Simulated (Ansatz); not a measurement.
# SiGeH₅+ (SMILES [SiH2+][GeH3]): one structure at several levels

A test off equilibrium: a structure displaced at random from a GFN2-xTB minimum is computed at several levels, and each is set against CCSD(T).

The runs use Ansatz 0.2.0, Gaussian basis; single points in def2-TZVPP.

Cores are frozen in the correlated methods. Filled d shells of the heavier atoms are correlated.

### Step 1. Where the work starts

SMILES `[SiH2+][GeH3]`, 7 atoms, charge 1, spin multiplicity 1.

Atoms are counted from 1 here; the program's logs count them from 0.

Bond lengths: Si1–Ge2 2.374 Å, Si1–H3 1.490 Å, Si1–H4 1.477 Å, Ge2–H5 1.496 Å, Ge2–H6 1.492 Å, Ge2–H7 1.468 Å. Angles: Ge2–Si1–H3 125.8°, Ge2–Si1–H4 126.7°, H3–Si1–H4 107.4°, Si1–Ge2–H5 106.9°, Si1–Ge2–H6 107.0°, Si1–Ge2–H7 108.1°, H5–Ge2–H6 110.8°, H5–Ge2–H7 111.3°, H6–Ge2–H7 112.5°.

Geometry (Å):

```xyz
7
GeH5Si
Si   -0.3227   -1.2461    0.0659
Ge    0.3056    1.0400   -0.0546
H    -0.0134   -2.1770    1.1877
H    -1.1394   -1.9906   -0.9134
H    -0.2802    1.5869   -1.3179
H    -0.2829    1.7163    1.1378
H     1.7721    1.1093   -0.0733
```

### Step 2. CCSD(T)/def2-TZVPP

Contents of run/in.yaml:

```yaml
crystal:
  periodic: [false, false, false]
  atoms:
    - {symbol: Si, position_ang: [-0.322700, -1.246100, 0.065900]}
    - {symbol: Ge, position_ang: [0.305600, 1.040000, -0.054600]}
    - {symbol: H, position_ang: [-0.013400, -2.177000, 1.187700]}
    - {symbol: H, position_ang: [-1.139400, -1.990600, -0.913400]}
    - {symbol: H, position_ang: [-0.280200, 1.586900, -1.317900]}
    - {symbol: H, position_ang: [-0.282900, 1.716300, 1.137800]}
    - {symbol: H, position_ang: [1.772100, 1.109300, -0.073300]}
basis:
  gaussian: {orbitals: def2-TZVPP}
total_charge: 1
correlation: {method: ccsd_t}
output: {forces: true}
```

The command line of these runs was not kept.

### Step 3. PBE0-D4/def2-TZVPP

run/in.yaml, as its differences from that of step 2:

```diff
@@ -13,3 +13,3 @@
 total_charge: 1
-correlation: {method: ccsd_t}
-output: {forces: true}
+hamiltonian: {xc: pbe0, dispersion: d4}
+output: {forces: true, orbitals: {seedname: orbitals}}
```

### Step 4. wB97M-V/def2-TZVPP

run/in.yaml, as its differences from that of step 3:

```diff
@@ -13,3 +13,3 @@
 total_charge: 1
-hamiltonian: {xc: pbe0, dispersion: d4}
-output: {forces: true, orbitals: {seedname: orbitals}}
+hamiltonian: {xc: {name: wB97M-V}}
+output: {forces: true}
```

### Step 5. r2SCAN-D4/def2-TZVPP

run/in.yaml, as its differences from that of step 4:

```diff
@@ -13,3 +13,3 @@
 total_charge: 1
-hamiltonian: {xc: {name: wB97M-V}}
+hamiltonian: {xc: r2scan, dispersion: d4}
 output: {forces: true}
```

### Step 6. PBE-D4/def2-TZVPP

run/in.yaml, as its differences from that of step 5:

```diff
@@ -13,3 +13,3 @@
 total_charge: 1
-hamiltonian: {xc: r2scan, dispersion: d4}
+hamiltonian: {xc: pbe, dispersion: d4}
 output: {forces: true}
```

### Step 7. HSE06-D4/def2-TZVPP

run/in.yaml, as its differences from that of step 6:

```diff
@@ -13,3 +13,3 @@
 total_charge: 1
-hamiltonian: {xc: pbe, dispersion: d4}
+hamiltonian: {xc: hse06, dispersion: d4}
 output: {forces: true}
```

### Step 8. CAM-B3LYP-D4/def2-TZVPP

run/in.yaml, as its differences from that of step 7:

```diff
@@ -13,3 +13,3 @@
 total_charge: 1
-hamiltonian: {xc: hse06, dispersion: d4}
+hamiltonian: {xc: {name: CAM-B3LYP}, dispersion: d4}
 output: {forces: true}
```

(Steps that only read results are left out.)

Before running it: what results should come out? Wanted: energy less free atoms, CCSD(T)/def2-TZVPP; RMS force component; RMS force error; HOMO and LUMO, PBE0-D4; T1 diagnostic.

The runs gave:

| quantity | value |
| --- | --- |
| energy less free atoms, CCSD(T)/def2-TZVPP | -10.197 eV |
| RMS force component | 0.378 to 0.443 eV/Å over the methods |
| RMS force error | PBE0-D4 0.094, wB97M-V 0.028, r2SCAN-D4 0.113, PBE-D4 0.204, HSE06-D4 0.096, CAM-B3LYP-D4 0.016 eV/Å |
| HOMO and LUMO, PBE0-D4 | -14.88 and -9.45 eV |
| T1 diagnostic | 0.013 |

In words: Against CCSD(T) the functionals' energies less atoms differ by -0.208 to +0.143 eV, PBE-D4 by +0.143 eV. The reference is not at the basis limit: in triple zeta CCSD(T) underbinds, which counts against methods that bind more; the gaps are no ranking. On forces the order runs from CAM-B3LYP-D4 to PBE-D4. Frozen-core CCSD(T) forces in triple zeta carry basis errors of their own, and this is one geometry, so small gaps rank nothing.
